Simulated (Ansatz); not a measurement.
**One shape, several levels: doublet [BHOF2]+**

We compute a comparison of 6 runs (UHF/3-21G, U-r2SCAN/def2-SVPD, U-wB97M-V/def2-SVPD, UBLYP/def2-SVPD, UCAM-B3LYP/def2-SVPD, RPA@PBE0/def2-SVPD) of doublet [BHOF2]+. 

The results are computed with Ansatz 0.2.0.

63 further runs of the same task are left out: 63 set aside as unsound or not needed.

**1. The molecule**

[BHOF2]+ has 5 atoms, charge +1, and is taken as a doublet. As SMILES of the parent species, `OB(F)F`. The shape is that of a PBE0-D4/def2-TZVP optimisation. That shape belongs to the parent species and isn't relaxed for this state.

Bond lengths: O1–B2 1.345 Å, B2–F3 1.317 Å, B2–F4 1.327 Å, O1–H5 0.960 Å. Angles: O1–B2–F3 119.5°, O1–B2–F4 122.2°, F3–B2–F4 118.3°, B2–O1–H5 113.5°.

**2. The energy at UHF/3-21G (run 1)**

input.yaml reads:

```yaml
crystal:
  periodic: [false, false, false]
  atoms:
    - {symbol: O, position_ang: [0.038630, 1.000750, 0.174310]}
    - {symbol: B, position_ang: [0.105760, -0.342460, 0.137210]}
    - {symbol: F, position_ang: [0.731030, -0.986880, 1.100700]}
    - {symbol: F, position_ang: [-0.439530, -1.051930, -0.843330]}
    - {symbol: H, position_ang: [-0.435890, 1.380520, -0.568880]}
basis:
  gaussian:
    orbitals: 3-21G.json
total_charge: 1
magnetization:
  spin_polarized: true
  initial_magnetization: 1
hamiltonian:
  xc: hf
accuracy: high
output: {orbitals: {seedname: orbitals}}
```

The basis set 3-21G is read from a file made from the Basis Set Exchange's data (not shown).

Command:

```console
$ ansatz run input.yaml --threads 1 --pin off --max-ram 3480MiB --events-out events.jsonl --progress --plain --runs-dir runs
```

Log:

```text
Warning: RAYON_NUM_THREADS=1 ignored (pool sized by the plan → 1); use --threads N
Functional definition: HF
  name "HF"
  exchange = exact_x
  correlation = 0
781 factors; integrals over basis functions are off by at most 4.9e-9 eV
mean field evaluation 1: about -8080.4744 eV, gradient 3.6e1 eV
mean field evaluation 2: about -8080.4749 eV, gradient 3.6e1 eV
mean field evaluation 4: about -8084.9119 eV, gradient 1.8e0 eV
mean field evaluation 8: about -8084.9418 eV, gradient 1.8e-3 eV
mean field evaluation 16: about -8084.5933 eV, gradient 1.1e0 eV
mean field evaluation 32: about -8084.6936 eV, gradient 7.1e-1 eV
mean field evaluation 64: about -8083.3968 eV, gradient 3.1e0 eV
mean field -8084.94181777 eV, -297.1161316325 hartree, gradient 3.4e-8 eV, S^2 0.754785; 2 other end points of the search recorded, 0 dependent functions left out
reference -8084.94181777 eV, -297.1161316325 hartree; 16, 15 occupied and 22, 23 virtual orbitals, 781 factors
Total energy: -8084.94181777 eV, -297.1161316325 hartree
```

It took 0.67 s on 1 thread of Arm Neoverse V2, shared host.

**3. A single-point energy at U-r2SCAN/def2-SVPD (run 2)**

job.yaml reads:

```yaml
crystal:
  periodic: [false, false, false]
  atoms:
    - symbol: O
      position_ang: [0.038630, 1.000750, 0.174310]
    - symbol: B
      position_ang: [0.105760, -0.342460, 0.137210]
    - symbol: F
      position_ang: [0.731030, -0.986880, 1.100700]
    - symbol: F
      position_ang: [-0.439530, -1.051930, -0.843330]
    - symbol: H
      position_ang: [-0.435890, 1.380520, -0.568880]
basis:
  gaussian:
    orbitals: def2-SVPD
accuracy: high
output: {orbitals: {seedname: orbitals}}
hamiltonian:
  xc: r2scan
magnetization:
  spin_polarized: true
  initial_magnetization: 1
total_charge: 1
```

Command:

```console
$ ansatz run job.yaml --threads 1 --pin off --max-ram 3480MiB --events-out events.jsonl --progress --plain --runs-dir runs
```

Log:

```text
Warning: RAYON_NUM_THREADS=1 ignored (pool sized by the plan → 1); use --threads N
Functional definition: r2SCAN
  name "r2SCAN"
  parameter k0 = 0.174
  parameter k1 = 0.065
  parameter a1 = 4.9479
  exchange = r2scan_x(k0 = k0, k1 = k1, a1 = a1)
  correlation = r2scan_c
1902 factors; integrals over basis functions are off by at most 3.2e-9 eV
mean field evaluation 1: about -8145.7542 eV, gradient 5.5e1 eV
mean field evaluation 2: about -8116.8024 eV, gradient 1.1e2 eV
mean field evaluation 4: about -8150.3717 eV, gradient 3.0e1 eV
mean field evaluation 8: about -8154.9588 eV, gradient 1.6e0 eV
mean field evaluation 16: about -8154.9790 eV, gradient 2.2e-3 eV
mean field evaluation 32: about -8154.9843 eV, gradient 2.0e-5 eV
mean field evaluation 64: about -8154.2129 eV, gradient 5.1e0 eV
mean field -8154.98434748 eV, -299.6901471230 hartree, gradient 2.5e-8 eV, S^2 0.757279; 7 other end points of the search recorded, 0 dependent functions left out
reference -8154.98435542 eV, -299.6901474146 hartree; 16, 15 occupied and 81, 82 virtual orbitals, 1902 factors
Total energy: -8154.98435542 eV, -299.6901474146 hartree
```

It took 43 s on 1 thread of Arm Neoverse V2, shared host; peak memory 0.41 GiB.

Runs 3 to 5 aren't shown in full; the table further down has their settings and results.

**4. A single-point energy at RPA@PBE0/def2-SVPD (run 6)**

molecule.yaml reads:

```yaml
crystal:
  periodic: [false, false, false]
  atoms:
    - {symbol: O, position_ang: [0.038630, 1.000750, 0.174310]}
    - {symbol: B, position_ang: [0.105760, -0.342460, 0.137210]}
    - {symbol: F, position_ang: [0.731030, -0.986880, 1.100700]}
    - {symbol: F, position_ang: [-0.439530, -1.051930, -0.843330]}
    - {symbol: H, position_ang: [-0.435890, 1.380520, -0.568880]}
basis:
  gaussian:
    orbitals: def2-SVPD
total_charge: 1
magnetization:
  spin_polarized: true
  initial_magnetization: 1
hamiltonian:
  xc: pbe0
correlation:
  method: rpa
  frozen_orbitals: {B: 1, F: 1, H: 0, O: 1}
accuracy: high
```

Command:

```console
$ ansatz run molecule.yaml --threads 1 --pin off --max-ram 3480MiB --events-out events.jsonl --progress --plain --runs-dir runs
```

Log (excerpt; [...] marks lines left out):

```text
Warning: RAYON_NUM_THREADS=1 ignored (pool sized by the plan → 1); use --threads N
Functional definition: PBE0
  name "PBE0"
[...]
1902 factors; integrals over basis functions are off by at most 3.2e-9 eV
[...]
mean field -8150.32864249 eV, -299.5190531202 hartree, gradient 6.8e-8 eV, S^2 0.756758; 8 other end points of the search recorded, 0 dependent functions left out
4 core orbitals not correlated: weight in the atoms' cores, before any rotation towards them, 1.000 or more for the frozen orbitals, at most 0.000 for the correlated occupied ones
reference -8121.66882109 eV, -298.4658241103 hartree; 12, 11 occupied and 81, 82 virtual orbitals, 1902 factors
Total energy: -8145.19260831 eV, -299.3303073455 hartree
```

It took 35 s on 1 thread of Arm Neoverse V2, shared host; peak memory 0.5 GiB.

**5. Overview of the runs**

```tsv
run	level	frozen core orbitals	energy (Eh)	HOMO energy (eV)	LUMO energy (eV)	⟨S²⟩	wall time
1	UHF/3-21G	–	-297.116132	-23.98	-10.72	0.755	0.67 s
2	U-r2SCAN/def2-SVPD	–	-299.690147	-17.93	-17.61	0.757	43 s
3	U-wB97M-V/def2-SVPD	–	-299.740362	-21.79	-14.61	0.755	2.1 min
4	UBLYP/def2-SVPD	–	-299.806595	-17.69	-17.59	0.753	20 s
5	UCAM-B3LYP/def2-SVPD	–	-299.737281	-20.86	-15.77	0.756	21 s
6	RPA@PBE0/def2-SVPD	4	-299.330307	–	–	0.757	35 s
```

**6. What came out**

| quantity | value |
| --- | --- |
| run 6: total energy | -299.33031 Eh |
| run 6: RPA correlation energy (valence) | -864.5 mEh |
| run 6: ⟨S²⟩ of the reference determinant | 0.757 |

**Reading.** Totals of different functionals can't be ranked against each other. All runs together took 4.1 min, the longest 2.1 min.
